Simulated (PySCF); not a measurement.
# C3H10BGeN: electronic excitations

Wanted: the electronic excitations of C3H10BGeN (`B[N](C)[GeH2][CH]=C`), by calculation.

Programs: PySCF 2.14.0, with density-fitted response routines of our own. Each step states its level of theory. These are calculated values for one molecule in the gas phase, unless marked as measured. Atoms are numbered from 0 throughout.

## Step 1: Starting geometry

16 atoms, charge 0, multiplicity 1; geometry from: GFN2-xTB.

Bonds of the start (Å): B0–N1 1.39, N1–C2 1.45, N1–Ge3 1.86, Ge3–C4 1.95, C4–C5 1.32, B0–H6 1.17, B0–H7 1.17, C2–H8 1.09, C2–H9 1.09, C2–H10 1.09, Ge3–H11 1.52, Ge3–H12 1.52, C4–H13 1.08, C5–H14 1.08, C5–H15 1.08.

## Step 2: Ultraviolet spectrum: CAM-B3LYP/def2-SVPD

Job settings and geometry (Å):

```
{"job": {"kind": "uv", "xc": "CAM-B3LYP", "basis": "def2-SVPD", "nstates": 8, "ntriplets": 3}, "charge": 0, "multiplicity": 1}
B     -1.315470    -0.942127    -1.042040
N     -1.144247     0.001987    -0.040732
C     -2.263860     0.557701     0.700099
Ge     0.492644     0.670297     0.530034
C      1.955358     0.076071    -0.610147
C      2.973661    -0.653879    -0.185746
H     -2.392680    -1.313107    -1.324399
H     -0.364168    -1.354191    -1.591783
H     -2.150496     0.360463     1.770974
H     -3.199236     0.118540     0.359903
H     -2.312438     1.642974     0.564417
H      0.313698     2.177124     0.534416
H      0.671300     0.237342     1.971186
H      1.903018     0.365123    -1.652307
H      3.056561    -0.958920     0.846089
H      3.768758    -0.976455    -0.841377
```

With the program's defaults for keys left out, this is: TDDFT CAM-B3LYP/def2-SVPD, vertical, gas phase, core orbitals frozen in the response.

Launch:

```sh
$ OMP_NUM_THREADS=1 python probes_run.py task.json out
```

This one command runs all jobs of the session in turn.

Predict these results of the whole session: lowest singlet (CAM-B3LYP/def2-SVPD); brightest single state of those computed; lowest triplet.

**Answer**, as computed:

```
                                quantity                        value
    lowest singlet (CAM-B3LYP/def2-SVPD)  6.78 eV (183 nm), f = 0.004
brightest single state of those computed  state 6, 7.45 eV, f = 0.279
                          lowest triplet                      4.39 eV
```

**Reading.** The lowest singlet, at 6.78 eV, is HOMO→LUMO 0.69, HOMO−3→LUMO 0.16 and is weak; of the 8 states computed, the strongest absorption comes from state 6 at 7.45 eV. The lowest triplet lies 2.39 eV below the lowest singlet (triplets in Tamm-Dancoff, singlets in full TDDFT).
